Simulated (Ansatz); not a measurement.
# ScPd: optics and the fine band structure

Aim: levels on a fine mesh, and what follows from them: optical spectra of independent particles, band edges or the Fermi surface. Runs: cell and atoms relaxed (PAW); reference run (PAW and LAPW); spin-orbit coupling on (PAW and LAPW).

Computed with Ansatz 0.2.0 (DFT PBEsol, frozen-core PAW and all-electron LAPW, scalar-relativistic unless said, unless a step's input says otherwise).

### Step 1. Starting point

It takes space group Pm-3m (No. 221, cubic). Conventional cell: a = 3.283 Å, b = 3.283 Å, c = 3.283 Å, α = 90.00°, β = 90.00°, γ = 90.00°. Sc (site symmetry m-3m) has 8 Pd at 2.84 Å as nearest neighbours. Around Pd (site symmetry m-3m) lie 8 Sc at 2.84 Å.

Structure file:

```cif
data_structure
_symmetry_space_group_name_H-M 'P 1'
_symmetry_Int_Tables_number 1
_cell_length_a 3.2830
_cell_length_b 3.2830
_cell_length_c 3.2830
_cell_angle_alpha 90.000
_cell_angle_beta 90.000
_cell_angle_gamma 90.000
_cell_volume 35.38
loop_
_atom_site_label
_atom_site_type_symbol
_atom_site_fract_x
_atom_site_fract_y
_atom_site_fract_z
_atom_site_occupancy
Sc1 Sc 0.50000 0.50000 0.50000 1
Pd1 Pd 0.00000 0.00000 0.00000 1
```

Cartesian axes are those of the input's lattice vectors. The structure goes back to a database entry.

### Step 2. Cell and atoms relaxed, PAW

The input, input.yaml:

```yaml
crystal:
  lattice:
    - [3.283, 0.0, 0.0]
    - [0.0, 3.283, 0.0]
    - [0.0, 0.0, 3.283]
  atoms:
    - { symbol: Sc, position: [0.5, 0.5, 0.5] }
    - { symbol: Pd, position: [0.0, 0.0, 0.0] }
kpoints:
  mp_grid: { grid: [12, 12, 12] }
scf:
  occupations: { method: fermi_dirac, width: 0.05 }
hamiltonian:
  xc: pbesol
  pseudopotentials: { kind: paw }
relax:
  f_tol: 0.002
  max_steps: 80
  cell: {}
output:
  forces: true
  stress: true
```

Run with:

```
ansatz run input.yaml --threads 1 --pin off --max-ram 3072MiB --backend cpu --events-out ev --progress --plain --runs-dir out
```

### Step 3. Reference run, fine mesh, PAW

The input, input.yaml:

```yaml
crystal:
  lattice:
    - [3.26783509631, 0.0, 0.0]
    - [0.0, 3.26783509631, 0.0]
    - [0.0, 0.0, 3.26783509631]
  atoms:
    - { symbol: Sc, position: [0.5, 0.5, 0.5] }
    - { symbol: Pd, position: [0.0, 0.0, 0.0] }
kpoints:
  mp_grid: { grid: [12, 12, 12] }
scf:
  occupations: { method: fermi_dirac, width: 0.05 }
hamiltonian:
  xc: pbesol
  pseudopotentials: { kind: paw }
output:
  forces: true
  stress: true
  eigenvalues: true
  eigenstates:
    nscf_kmesh: { grid: [16, 16, 16] }
    de_dk: true
    e_range: [-14, 14]
  optics:
    e_range: [0, 30]
    de: 0.2
    sigma: 0.25
    bands: { spectra_wanted_up_to: 30 }
    nscf_kmesh: { grid: [16, 16, 16] }
    drude_damping: 0.1
checkpoint:
  write: ck
  write_wavefunctions: false
```

### Step 4. Reference run, fine mesh, LAPW

input.yaml, as its differences from that of step 3:

```diff
@@ -14,3 +14,3 @@
   xc: pbesol
-  pseudopotentials: { kind: paw }
+  pseudopotentials: { kind: all_electron, lapw: { basis_error: 0.001 } }
 output:
```

### Step 5. Spin-orbit coupling on, fine mesh, PAW

The input, input.yaml:

```yaml
crystal:
  lattice:
    - [3.26783509631, 0.0, 0.0]
    - [0.0, 3.26783509631, 0.0]
    - [0.0, 0.0, 3.26783509631]
  atoms:
    - { symbol: Sc, position: [0.5, 0.5, 0.5] }
    - { symbol: Pd, position: [0.0, 0.0, 0.0] }
kpoints:
  mp_grid: { grid: [12, 12, 12] }
scf:
  occupations: { method: fermi_dirac, width: 0.05 }
hamiltonian:
  xc: pbesol
  pseudopotentials: { kind: paw_fr }
magnetization:
  noncollinear: true
  spin_orbit: true
output:
  forces: true
  stress: true
  eigenvalues: true
  eigenstates:
    nscf_kmesh: { grid: [12, 12, 12] }
    de_dk: true
    e_range: [-14, 14]
checkpoint:
  write: ck
  write_wavefunctions: false
```

### Step 6. Spin-orbit coupling on, fine mesh, LAPW

input.yaml, as its differences from that of step 5:

```diff
@@ -14,3 +14,3 @@
   xc: pbesol
-  pseudopotentials: { kind: paw_fr }
+  pseudopotentials: { kind: all_electron, lapw: { basis_error: 0.001 } }
 magnetization:
```

(Steps that only read results are left out.)

Q: Predict the outcome of this session. Wanted: states at the Fermi level; bare Sommerfeld coefficient; plasma energy; strongest local maximum of Im εxx; peak of the loss function along x.

**Answer**, as computed:

| quantity | value |
| --- | --- |
| states at the Fermi level (PAW) | 0.68 per eV and atom |
| bare Sommerfeld coefficient | 1.61 mJ/(K² mol of atoms) |
| plasma energy (x, y, z) | 7.0, 7.0, 7.0 eV |
| strongest local maximum of Im εxx | 4.4 eV |
| peak of the loss function along x | 10.4 eV |

Without spin-orbit coupling it is a metal with 2 bands crossing the Fermi level, 0.68 states per eV and atom there and a mean speed of 0.65 × 10⁶ m/s. These are bare band values on this mesh, without coupling to phonons. The spectra hold no excitons and no local fields. Cautions: frozen-core PAW files fitted under PBE, their cores solved anew for the functional of the run; these sums move with the mesh, by several per cent and more for small sheets.
